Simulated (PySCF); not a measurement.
# H4O5Pr2 (Pr2(O)1(OH)4): the cost of one run

Method: several levels, as the steps say, no spin–orbit coupling; program: PySCF 2.14.0.

5 further runs of the same task are left out: 1 for a known fault of the program, 3 that didn't finish, 1 set aside as unsound or not needed.

## Step 1: The system as given

11 atoms, charge 0, spin multiplicity 1.

Bond lengths: Pr1–O3 2.162 Å, Pr1–O4 2.163 Å, Pr1–O6 2.163 Å, Pr2–O3 2.162 Å, Pr2–O8 2.163 Å, Pr2–O10 2.163 Å, O4–H5 0.960 Å, O6–H7 0.960 Å, O8–H9 0.960 Å, O10–H11 0.960 Å. Angles: O3–Pr1–O4 117.1°, O3–Pr1–O6 117.1°, O4–Pr1–O6 125.8°, O3–Pr2–O8 117.1°, O3–Pr2–O10 117.1°, O8–Pr2–O10 125.8°, Pr1–O3–Pr2 180.0°, Pr1–O4–H5 179.8°, Pr1–O6–H7 179.8°, Pr2–O8–H9 179.8°, Pr2–O10–H11 179.8°.

Coordinates:

```
Pr    0.00000    0.00000    2.26789
Pr    0.00000    0.00000   -2.05648
O     0.00000    0.00000    0.10592
O     0.00000    1.92495    3.25392
H     0.00000    2.78066    3.68843
O     0.00000   -1.92495    3.25392
H     0.00000   -2.78066    3.68843
O     0.00000    1.92496   -3.04230
H     0.00000    2.77751   -3.48271
O     0.00000   -1.92496   -3.04230
H     0.00000   -2.77751   -3.48271
```

Formal oxidation states: Pr +3. Each metal's 2 4f electrons lie in its core potential, so multiplicities, spins and levels count the valence alone. An earlier session relaxed this geometry at r2SCAN, Pr lcecp-1-SVP with ECP48, O def2-SVP, H def2-SVP (singlet, point group D2h).

At r2SCAN on the finer grid: E = -444.178787 Eh, HOMO -5.73 eV, LUMO -1.71 eV, Mulliken charge on Pr1 +1.12 e, largest force component 0.074 eV/Å. 

Levels to run: TPSS; PBE; TPSSh; revPBE; r2SCAN, TZVP. Hardware: 4 threads of Intel Xeon 6975P-C (Granite Rapids), shared host.

## Step 2: TPSS

Contents of run.py (the lines that set the calculation):

```python
mol = gto.M(atom='''
Pr     0.00000     0.00000     2.26789
Pr     0.00000     0.00000    -2.05648
O      0.00000     0.00000     0.10592
O      0.00000     1.92495     3.25392
H      0.00000     2.78066     3.68843
O      0.00000    -1.92495     3.25392
H      0.00000    -2.78066     3.68843
O      0.00000     1.92496    -3.04230
H      0.00000     2.77751    -3.48271
O      0.00000    -1.92496    -3.04230
H      0.00000    -2.77751    -3.48271''',
    basis={'Pr': 'lcecp-1-SVP', 'O': 'def2-SVP', 'H': 'def2-SVP'},
    ecp={'Pr': 'lcecp-1-SVP'},
    charge=0, spin=0)
mf = dft.RKS(mol, xc='TPSS')
mf.grids.atom_grid = (75, 302)  # f atoms: unpruned, at least (60, 302)
mf = mf.density_fit()  # fitting sets: Pr AutoAux, O def2-universal-JKFIT, H def2-universal-JKFIT
mf.conv_tol = 1e-08; mf.max_cycle = 55
mf.kernel(dm0)  # dm0: the density of the relaxed state
```

Run with:

```sh
> OMP_NUM_THREADS=4 python run.py
```

**Question.** How long does this run take on 4 threads of Intel Xeon 6975P-C (Granite Rapids), shared host?

About 18 s.
